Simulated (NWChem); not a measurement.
# One shape, several levels: BH2O2F (SMILES OB(O)F)

We compute a comparison of 6 runs (HF/def2-SVPD, B3LYP/def2-SVPD, PBE/def2-SVPD, PBE0/def2-SVPD, SVWN5/def2-SVPD, CCSD(T)/def2-SVPD) of BH2O2F. 

The results are computed with NWChem 7.3.0.

1 further run of the same task is left out (set aside as unsound or not needed).

**1. Starting point**

BH2O2F: 6 atoms, total charge 0, spin state singlet. SMILES: `OB(O)F`. Geometry: relaxed at PBE0-D4/def2-TZVP. This is one conformer, not always the lowest.

Bond lengths: O1–B2 1.360 Å, B2–O3 1.352 Å, B2–F4 1.333 Å, O1–H5 0.960 Å, O3–H6 0.960 Å. Angles: O1–B2–O3 121.6°, O1–B2–F4 120.5°, O3–B2–F4 117.9°, B2–O1–H5 113.1°, B2–O3–H6 112.5°.

**2. Energy and gradient at HF/def2-SVPD (run 1)**

Input file bfh2o2.nw:

```
start bfh2o2
memory 2200 mb

geometry units angstrom noautosym nocenter noautoz
 O       -0.477500       0.971000      -0.208400
 B       -0.023800      -0.307500      -0.106500
 O        0.989400      -0.635200       0.726100
 F       -0.573100      -1.280600      -0.833200
 H       -1.198900       1.066100      -0.834300
 H        1.326000       0.122200       1.210000
end

basis spherical bse
 * library def2-SVPD
end

scf
 thresh 1e-08
 maxiter 80
end

task scf gradient
```

Started as:

```
$ nwchem bfh2o2.nw > bfh2o2.out
```

Log:

```text
[...]
  functions       =   105
[...]
  wavefunction    = RHF
[...]
         Total SCF energy =   -275.001164532174
      One-electron energy =   -607.958365109259
      Two-electron energy =    218.458639113597
 Nuclear repulsion energy =    114.498561463488
        Time for solution =     19.9s
[...]
                         RHF ENERGY GRADIENTS
    atom               coordinates                        gradient
                 x          y          z           x          y          z
   1 O      -0.902344   1.834924  -0.393819    0.012112   0.011159   0.013569
   2 B      -0.044975  -0.581091  -0.201256   -0.003960  -0.000391  -0.003674
   3 O       1.869695  -1.200354   1.372130    0.002342  -0.019267  -0.002499
   4 F      -1.083002  -2.419983  -1.574520   -0.002038  -0.006782  -0.003449
   5 H      -2.265592   2.014637  -1.576598   -0.013452  -0.000239  -0.012154
   6 H       2.505777   0.230925   2.286568    0.004996   0.015519   0.008206
[...]
```

Run time: 28 s. Hardware: 1 thread of Intel Xeon Platinum 8259CL at 2.50GHz (Skylake/Cascade Lake), shared host; peak memory 0.1 GiB.

**3. Energy and gradient at B3LYP/def2-SVPD (run 2)**

Input file work.xyz:

```xyz
6

O     -0.477500     0.971000    -0.208400
B     -0.023800    -0.307500    -0.106500
O      0.989400    -0.635200     0.726100
F     -0.573100    -1.280600    -0.833200
H     -1.198900     1.066100    -0.834300
H      1.326000     0.122200     1.210000
```

Input file work.nw:

```
start work
memory stack 880 mb heap 220 mb global 1100 mb
charge 0

geometry units angstrom noautosym nocenter noautoz
   load work.xyz
end

basis "ao basis" spherical bse
   O library def2-SVPD
   B library def2-SVPD
   F library def2-SVPD
   H library def2-SVPD
end

dft
   xc b3lyp
   grid fine
   convergence energy 1e-08
   maxiter 100
   mulliken
   print medium
end

task dft gradient
```

Started as:

```
$ nwchem work.nw > work.out
```

Log:

```text
[...]
          Wavefunction type:  closed shell.
          No. of atoms     :     6
          No. of electrons :    32
[...]
          Charge           :     0
          Spin multiplicity:     1
[...]
          AO basis - number of functions:   105
[...]
              XC Information
              --------------
                         B3LYP Method XC Potential
                     Hartree-Fock (Exact) Exchange  0.200
                        Slater Exchange Functional  0.800 local
                    Becke 1988 Exchange Functional  0.720 non-local
              Lee-Yang-Parr Correlation Functional  0.810
                  VWN I RPA Correlation Functional  0.190 local
[...]
 d= 0,ls=0.0,diis     1   -276.2379985507 -3.91D+02  1.68D-02  8.92D-01     2.5
[...]
 d= 0,ls=0.0,diis    10   -276.3384143942 -1.46D-09  1.46D-07  2.47D-10    20.1
         Total DFT energy =     -276.338414394217
      One electron energy =     -608.036223463825
           Coulomb energy =      249.731839834314
    Exchange-Corr. energy =      -32.532592228195
 Nuclear repulsion energy =      114.498561463488
[...]
      Total Density - Mulliken Population Analysis
     ---------------------------------------------
    Atom       Charge   Shell Charges
 -----------   ------   -------------------------------------------------------
    1 O    8     8.33   1.99  1.08  0.57  0.17  2.93  1.50  0.09  0.01 -0.01
    2 B    5     4.18   1.98  0.80 -0.42 -0.03  1.62 -0.12  0.28  0.06
    3 O    8     8.41   1.99  1.09  0.57  0.24  2.93  1.49  0.12  0.01 -0.01
    4 F    9     9.34   1.99  1.14  0.72  0.13  3.38  1.83  0.14  0.01 -0.00
    5 H    1     0.90   0.71  0.09  0.07  0.04
    6 H    1     0.84   0.71  0.04  0.07  0.02
[...]
  wavefunction    = closed shell
                         DFT ENERGY GRADIENTS
    atom               coordinates                        gradient
                 x          y          z           x          y          z
   1 O      -0.902344   1.834924  -0.393819   -0.000959   0.000051  -0.000843
   2 B      -0.044975  -0.581091  -0.201256   -0.003395  -0.003199  -0.003834
   3 O       1.869695  -1.200354   1.372130    0.000343   0.001708   0.000722
   4 F      -1.083002  -2.419983  -1.574520    0.003582   0.005638   0.004575
   5 H      -2.265592   2.014637  -1.576598    0.003080  -0.002109   0.002264
   6 H       2.505777   0.230925   2.286568   -0.002651  -0.002089  -0.002883
[...]
```

It took 29 s on 1 thread of Intel Xeon Platinum 8259CL at 2.50GHz (Skylake/Cascade Lake), shared host; peak memory 0.12 GiB.

Runs 3 to 5 aren't shown in full; the table further down has their settings and results.

**4. A single-point energy at CCSD(T)/def2-SVPD (run 6)**

Input file m1.nw:

```
start m1
memory total 2200 mb
charge 0
geometry noautosym nocenter noautoz
O     -0.477500     0.971000    -0.208400
B     -0.023800    -0.307500    -0.106500
O      0.989400    -0.635200     0.726100
F     -0.573100    -1.280600    -0.833200
H     -1.198900     1.066100    -0.834300
H      1.326000     0.122200     1.210000
end
basis "ao basis" spherical bse
* library def2-SVPD
end
scf
thresh 1e-08
maxiter 80
end
ccsd
freeze core 4
maxiter 60
end
task ccsd(t) energy
```

Started as:

```
$ nwchem m1.nw > m1.out
```

Log:

```text
[...]
  functions       =   105
[...]
  wavefunction    = RHF
[...]
         Total SCF energy =   -275.001164532174
      One-electron energy =   -607.958365109259
      Two-electron energy =    218.458639113597
 Nuclear repulsion energy =    114.498561463488
        Time for solution =     19.8s
[...]
 Total MP2 energy:           -275.665463257859074
[...]
             energy      energy      error      ampl     ampl      Block
                                                time     time      time
[...]
 Total CCSD energy:           -275.678242502124704
[...]
 Total CCSD+T(CCSD) energy:           -275.696856746067851
[...]
 Total CCSD(T) energy:                -275.695139383940614
[...]
```

Wall time 4.7 min (1 thread of Intel Xeon Platinum 8259CL at 2.50GHz (Skylake/Cascade Lake), shared host); peak memory 0.38 GiB.

**5. All runs side by side**

| run | level | iteration cap | module | energy (Eh) | dipole moment (D) of the reference | HOMO energy (eV) | LUMO energy (eV) | wall time |
| --- | --- | --- | --- | --- | --- | --- | --- | --- |
| 1 | HF/def2-SVPD | 80 | scf | -275.001165 | 2.00 | -14.37 | 1.50 | 28 s |
| 2 | B3LYP/def2-SVPD | 100 | dft | -276.338414 | 1.90 | -9.61 | -0.51 | 29 s |
| 3 | PBE/def2-SVPD | 100 | dft | -276.041194 | 1.84 | -8.15 | -0.87 | 29 s |
| 4 | PBE0/def2-SVPD | 100 | dft | -276.044272 | 1.90 | – | – | 29 s |
| 5 | SVWN5/def2-SVPD | 100 | dft | -274.360024 | 1.90 | -8.34 | -0.88 | 25 s |
| 6 | CCSD(T)/def2-SVPD | 80 | ccsd(t) | -275.695139 | – | -14.37 | 1.50 | 4.7 min |

**6. Results**

| quantity | value |
| --- | --- |
| run 6: total energy | -275.69514 Eh |
| run 6: HOMO energy (Hartree–Fock orbitals) | -14.37 eV |
| run 6: LUMO energy (Hartree–Fock orbitals) | 1.50 eV |
| run 6: HOMO–LUMO gap (Hartree–Fock orbitals) | 15.87 eV |
| run 6: correlation energy (4 core orbitals frozen) | -694.0 mEh |
| run 6: (T) correction | -16.90 mEh |

Over runs 1, 2, 3, 4, 5 the dipole moment (its size) runs from 1.84 D (PBE/def2-SVPD) to 2.00 D (HF/def2-SVPD). Over runs 1, 2, 3, 5 the HOMO–LUMO gap runs from 7.28 eV (PBE/def2-SVPD) to 15.87 eV (HF/def2-SVPD). Exact exchange widens orbital gaps. Totals of different functionals can't be ranked against each other. All runs together took 7.1 min, the longest 4.7 min.
